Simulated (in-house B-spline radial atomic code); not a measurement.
# Ta⁺ in a hard spherical wall

Aim: energy and levels of Ta⁺ squeezed by an impenetrable sphere of shrinking radius. More than one configuration is followed.

Method: Dirac-Coulomb LDA (Slater, VWN5), spherical fractional occupations, Fermi nucleus, basis-set limit. Code: in-house B-spline radial atomic code version 1.

## Step 1: The system

| Quantity | Value |
| --- | --- |
| element | tantalum (Z = 73) |
| charge | +1 |
| electrons | 72 |
| configuration | [Xe] 4f14 5d3 6s1 |
| Hamiltonian | Dirac-Coulomb |
| nucleus | Fermi, rms radius 5.351 fm |

Outer shells as boxes (Hund's rule):

[Xe] 4f14 5d3 6s1
```
[Xe] core
4f [↑↓][↑↓][↑↓][↑↓][↑↓][↑↓][↑↓]
5d [↑ ][↑ ][↑ ][  ][  ]
6s [↑ ]
```

The boxes only draw the filling; these runs are spin-restricted and spherical.

Settings, as recorded:

```ini
Z = 73
electrons = 72.0
configuration = [Xe] 4f14 5d3 6s1
hamiltonian = dirac
method = lda,vwn
spin_polarised = False
nucleus = fermi
rms_radius = 5.3507
mass_number = 181
atomic_mass = 180.947998528
speed_of_light = 137.035999084
```

This reference run was done before. Its total energy is -15614.072990 hartree, and its levels are (the highest eight at most):

| orbital | occupation | energy (eV) | <r> (bohr) |
| --- | --- | --- | --- |
| 5s1/2 | 2 | -80.284 | 1.101 |
| 5p1/2 | 2 | -53.215 | 1.219 |
| 5p3/2 | 4 | -44.379 | 1.327 |
| 4f5/2 | 6 | -33.262 | 0.6338 |
| 4f7/2 | 8 | -31.276 | 0.6448 |
| 6s1/2 | 1 | -11.899 | 3.051 |
| 5d3/2 | 1.2 | -11.151 | 2.057 |
| 5d5/2 | 1.8 | -10.506 | 2.133 |

## Step 2: Wall at 9.6 bohr, configuration [Xe] 4f14 5d3 6s1

Settings, as recorded:

```ini
Z = 73
electrons = 72.0
configuration = [Xe] 4f14 5d3 6s1
hamiltonian = dirac
method = lda,vwn
spin_polarised = False
nucleus = fermi
rms_radius = 5.3507
mass_number = 181
atomic_mass = 180.947998528
speed_of_light = 137.035999084
wall_radius = 9.6
```

## Step 3: Wall at 3.84 bohr, configuration [Xe] 4f14 5d3 6s1

The settings differ from step 2 so:

```diff
@@ -11,2 +11,2 @@
 speed_of_light = 137.035999084
-wall_radius = 9.6
+wall_radius = 3.84
```

## Step 4: Wall at 1.85 bohr, configuration [Xe] 4f14 5d3 6s1

The settings differ from step 3 so:

```diff
@@ -11,2 +11,2 @@
 speed_of_light = 137.035999084
-wall_radius = 3.84
+wall_radius = 1.85
```

## Step 5: Wall at 9.6 bohr, configuration [Kr] 4d10 4f14 5s2 5p5 5d4 6s1

Settings, as recorded:

```ini
Z = 73
electrons = 72.0
configuration = [Kr] 4d10 4f14 5s2 5p5 5d4 6s1
hamiltonian = dirac
method = lda,vwn
spin_polarised = False
nucleus = fermi
rms_radius = 5.3507
mass_number = 181
atomic_mass = 180.947998528
speed_of_light = 137.035999084
wall_radius = 9.6
```

## Step 6: Wall at 3.84 bohr, configuration [Kr] 4d10 4f14 5s2 5p5 5d4 6s1

The settings differ from step 5 so:

```diff
@@ -11,2 +11,2 @@
 speed_of_light = 137.035999084
-wall_radius = 9.6
+wall_radius = 3.84
```

## Step 7: Wall at 1.85 bohr, configuration [Kr] 4d10 4f14 5s2 5p5 5d4 6s1

The settings differ from step 6 so:

```diff
@@ -11,2 +11,2 @@
 speed_of_light = 137.035999084
-wall_radius = 3.84
+wall_radius = 1.85
```

## Step 8: Wall at 9.6 bohr, configuration [Kr] 4d9 4f14 5s2 5p6 5d3 6s1 6f1

Settings, as recorded:

```ini
Z = 73
electrons = 72.0
configuration = [Kr] 4d9 4f14 5s2 5p6 5d3 6s1 6f1
hamiltonian = dirac
method = lda,vwn
spin_polarised = False
nucleus = fermi
rms_radius = 5.3507
mass_number = 181
atomic_mass = 180.947998528
speed_of_light = 137.035999084
wall_radius = 9.6
```

## Step 9: Wall at 3.84 bohr, configuration [Kr] 4d9 4f14 5s2 5p6 5d3 6s1 6f1

The settings differ from step 8 so:

```diff
@@ -11,2 +11,2 @@
 speed_of_light = 137.035999084
-wall_radius = 9.6
+wall_radius = 3.84
```

## Step 10: Wall at 1.85 bohr, configuration [Kr] 4d9 4f14 5s2 5p6 5d3 6s1 6f1

The settings differ from step 9 so:

```diff
@@ -11,2 +11,2 @@
 speed_of_light = 137.035999084
-wall_radius = 3.84
+wall_radius = 1.85
```

**Question.** What do the energy and the highest level do as the wall closes in, and which configuration is lower at each radius?

As calculated:

| configuration | radius (bohr) | energy above the free system (eV) | highest level (eV) |
| --- | --- | --- | --- |
| [Xe] 4f14 5d3 6s1 | 9.6 | 0.0023 | -10.500 (5d5/2) |
| [Xe] 4f14 5d3 6s1 | 3.84 | 11.846 | -2.645 (6s1/2) |
| [Xe] 4f14 5d3 6s1 | 1.85 | 496.95 | 177.97 (6s1/2) |
| [Kr] 4d10 4f14 5s2 5p5 5d4 6s1 | 9.6 | 37.076 | -11.544 (5d5/2) |
| [Kr] 4d10 4f14 5s2 5p5 5d4 6s1 | 3.84 | 49.193 | -3.302 (6s1/2) |
| [Kr] 4d10 4f14 5s2 5p5 5d4 6s1 | 1.85 | 555.12 | 177.51 (6s1/2) |
| [Kr] 4d9 4f14 5s2 5p6 5d3 6s1 6f1 | 9.6 | 242.64 | 4.753 (6f7/2) |
| [Kr] 4d9 4f14 5s2 5p6 5d3 6s1 6f1 | 3.84 | 303.18 | 61.202 (6f7/2) |
| [Kr] 4d9 4f14 5s2 5p6 5d3 6s1 6f1 | 1.85 | 1021.82 | 356.50 (6f7/2) |

What this shows: For [Xe] 4f14 5d3 6s1 the energy above the free reference is 0.0023 eV at 9.6 bohr and 496.95 eV at 1.85 bohr. Its highest level passes zero between 3.84 and 1.85 bohr; in smaller spheres the level is positive, pushed up by confinement, and the wall keeps the electron in. Of [Xe] 4f14 5d3 6s1 and [Kr] 4d10 4f14 5s2 5p5 5d4 6s1, the first stays lower at every radius that both share. At 1.85 bohr the lowest of all 3 is [Xe] 4f14 5d3 6s1. A hard wall is a crude model of an atom's surroundings.
